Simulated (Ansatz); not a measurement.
BiTe:

```
CELL_PARAMETERS angstrom
0.00000 3.23500 3.23500
3.23500 0.00000 3.23500
3.23500 3.23500 0.00000
ATOMIC_POSITIONS crystal
Bi 0.00000 0.00000 0.00000
Te 0.50000 0.50000 0.50000
```

- Program: Ansatz 0.2.0
- Task: relaxation of cell and atoms
- Functional: PBEsol0
- Potentials or basis: Ansatz PAW
- Cutoff: 420 eV (not typed: the program's choice for these potentials)
- k mesh: 4 × 4 × 4
- Occupations: fermi-dirac, width 0.05 eV
- Spin: no spin polarisation

At the start: volume 33.86 Å³/atom.

Problem. How do energy, volume and symmetry change on relaxing?

Solution. It ends after 5 steps and the volume is 31.94 Å³/atom (-5.7 %); space group Fm-3m (No. 225, to 0.05 Å).

The path:
```csv
step,energy change (eV),largest force (eV/Å),volume (Å³)
1,0.0000,0.0000,67.71
2,-0.0239,0.0000,61.56
3,-0.0403,0.0000,64.12
4,-0.0405,0.0000,63.88
5,-0.0396,0.0000,63.88
```

Final structure:
```
Bi Te
1.0
     0.00000    3.17288    3.17288
     3.17288    0.00000    3.17288
     3.17288    3.17288    0.00000
Bi Te
1 1
Direct
  0.00000 0.00000 0.00000
  0.50000 0.50000 0.50000
```

Caveat: the k mesh is coarse (spacing up to 0.42 Å⁻¹), so the values aren't converged, least of all with exact exchange; the plane-wave basis is chosen anew once the cell has moved, so the energies of steps on either side of that aren't comparable; the PAW data sets come from PBE, with cores solved anew for the run's functional, which leaves a small shift of forces and pressure.
